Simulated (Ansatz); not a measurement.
# CH4BClS: the cost of one run

Program: Ansatz 0.2.0. Level of theory: RKS PBE/def2-SVP. These are calculated values, not measurements.

## Step 1: The system as given

Bond lengths: S1–B2 1.832 Å, B2–C3 1.578 Å, C3–Cl4 1.810 Å, S1–H5 1.440 Å, B2–H6 1.186 Å, C3–H7 1.058 Å, C3–H8 1.166 Å. Angles: S1–B2–C3 118.3°, S1–B2–H6 119.6°, C3–B2–H6 122.1°, B2–S1–H5 93.2°, B2–C3–Cl4 109.9°, B2–C3–H7 112.3°, B2–C3–H8 108.3°, Cl4–C3–H7 111.2°, Cl4–C3–H8 104.5°, H7–C3–H8 110.4°.

Structure file:

```xyz
8

S    -0.4900    1.7827   -0.9560
B    -0.0317    0.5950    0.3610
C     0.4571   -0.8433   -0.0670
Cl    0.9691   -1.7808    1.3945
H    -1.8658    1.3591   -0.9714
H    -0.1024    0.9252    1.4983
H    -0.2763   -1.3685   -0.6200
H     1.4322   -0.7264   -0.6952
```

## Step 2: Relaxing end A

Contents of input.yaml:

```yaml
crystal:
  periodic: [false, false, false]
  atoms:
    - { symbol: S, position_ang: [-0.49, 1.7827, -0.956] }
    - { symbol: B, position_ang: [-0.0317, 0.595, 0.361] }
    - { symbol: C, position_ang: [0.4571, -0.8433, -0.067] }
    - { symbol: Cl, position_ang: [0.9691, -1.7808, 1.3945] }
    - { symbol: H, position_ang: [-1.8658, 1.3591, -0.9714] }
    - { symbol: H, position_ang: [-0.1024, 0.9252, 1.4983] }
    - { symbol: H, position_ang: [-0.2763, -1.3685, -0.62] }
    - { symbol: H, position_ang: [1.4322, -0.7264, -0.6952] }
basis:
  gaussian: { orbitals: def2-SVP }
hamiltonian:
  xc: pbe
relax:
  f_tol: 0.015
  max_steps: 40
```

On the command line:

```sh
$ ansatz run input.yaml --threads 1 --pin off --max-ram 2048MiB --backend cpu --events-out ev --progress --plain --runs-dir out
```

Q: Estimate wall time and peak memory on 1 thread of Intel Xeon at 2.70GHz, shared host.

About 79 s, with a peak of 0.15 GiB.
